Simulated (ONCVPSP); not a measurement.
# Cobalt: generating and testing an ONCV potential

Task: generate the file, and judge it by its errors in other configurations, its logarithmic derivatives, its ghosts and its cutoff.

The numbers are computed with ONCVPSP 4.0.1.1 (patched build) (PBEsol, scalar-relativistic, spin-unpolarised reference atom).

### Step 1. The design

The settings as typed:

```
element                 : cobalt (Co, Z = 27)
type                    : optimised norm-conserving Vanderbilt (ONCV)
frozen core             : [Ne]
valence charge          : 17
reference configuration : 3s2 3p6 3d6 (charge +3)
partial waves           : 3s: rc 1.20 bohr, ncon 4, nbas 8, qcut 9.9 1/bohr, 2 projectors, debl 1.2 Ha; 3p: rc 0.75 bohr, ncon 4, nbas 6, qcut 12.7 1/bohr, 1 projector; 3d: rc 1.65 bohr, ncon 4, nbas 8, qcut 9.8 1/bohr, 2 projectors, debl 1.4 Ha; f scattering state at 0.19 Ha: rc 1.25 bohr, ncon 4, nbas 9, qcut 8.8 1/bohr, 3 projectors, debl 1.9 Ha
local potential         : polynomial inside 0.60 bohr (lpopt 5, dvloc0 0 Ha)
core correction         : polynomial model core, fcfact 0.25
```

The outer shells as boxes (Hund's rule for the drawing; the calculation is spin-unpolarised):

```
[Ne] core
3s [↑↓]
3p [↑↓][↑↓][↑↓]
3d [↑↓][↑ ][↑ ][↑ ][↑ ]
```

### Step 2. The generation run

Co.dat reads:

```
# ATOM AND REFERENCE CONFIGURATION
# atsym  z   nc   nv     iexc    psfile
  Co 27.00    3    3  -116133      upf
#
#   n    l    f
    1    0    2.00
    2    0    2.00
    2    1    6.00
    3    0    2.00
    3    1    6.00
    3    2    6.00
#
# PSEUDOPOTENTIAL AND OPTIMIZATION
# lmax
    3
#
#   l,   rc,      ep,       ncon, nbas, qcut
    0    1.20    0.00    4    8    9.90
    1    0.75    0.00    4    6   12.70
    2    1.65    0.00    4    8    9.80
    3    1.25    0.19    4    9    8.80
#
# LOCAL POTENTIAL
# lloc, lpopt,  rc(5),   dvloc0
    4    5    0.60    0.00
#
# VANDERBILT-KLEINMAN-BYLANDER PROJECTORs
# l, nproj, debl
    0    2    1.20
    1    1    3.30
    2    2    1.40
    3    3    1.90
#
# MODEL CORE CHARGE
# icmod, fcfact, rcfact
    1    0.25    0.00
#
# LOG DERIVATIVE ANALYSIS
# epsh1, epsh2, depsh
   -7.00    5.00    0.04
#
# OUTPUT GRID
# rlmax, drl
    6.00    0.01
#
# TEST CONFIGURATIONS
# ncnf
    4
# nvcnf
#   n    l    f
    4
    3    0    2.00
    3    1    6.00
    3    2    7.00
    4    0    2.00
#
    4
    3    0    2.00
    3    1    6.00
    3    2    7.00
    4    0    1.00
#
    3
    3    0    2.00
    3    1    6.00
    3    2    7.00
#
    4
    3    0    2.00
    3    1    6.00
    3    2    7.00
    4    1    2.00
#
```

Launch:

```console
$ oncvpsp.x < Co.dat > Co.out
```

**Question.** What will these runs give? Wanted: cutoffs for 1 and 0.1 mHa per electron, occupied waves; bound ghosts; GHOST(+) flags; largest test error; largest phase difference near zero energy, channels read; rms error of d²Exc/dn², without and with the model core; projector energies reset by the program.

**Answer**, as computed:

```
                                                quantity                                     value
  cutoffs for 1 and 0.1 mHa per electron, occupied waves                          75 Ha and 142 Ha
                                            bound ghosts                                none found
                                          GHOST(+) flags                 s at 290 eV, f at 6698 eV
                            largest test error (AE − PS)                 +114 meV, for 3s2 3p6 3d7
largest phase difference near zero energy, channels read                                 0.007 rad
 rms error of d²Exc/dn², without and with the model core                         3.34 and 1.29 mHa
                 projector energies reset by the program  s: -5.161, 0.250 Ha; d: -1.659, 0.250 Ha
```

In words: The worst unpolarised test, 3s2 3p6 3d7, is off by 114 meV on 35.8 eV; by total energies transferability rates as poor. It counts as very hard, with 75 Ha needed at the looser tolerance. At the looser tolerance the 3p wave is the slowest; 3d needs 38 Ha. It is free of bound ghosts as far as tested. Near zero energy the phases of the channels with partial waves agree within 0.007 rad. The program also flags highly localised states, GHOST(+) (s, f). All of this concerns the isolated atom, not yet a solid.
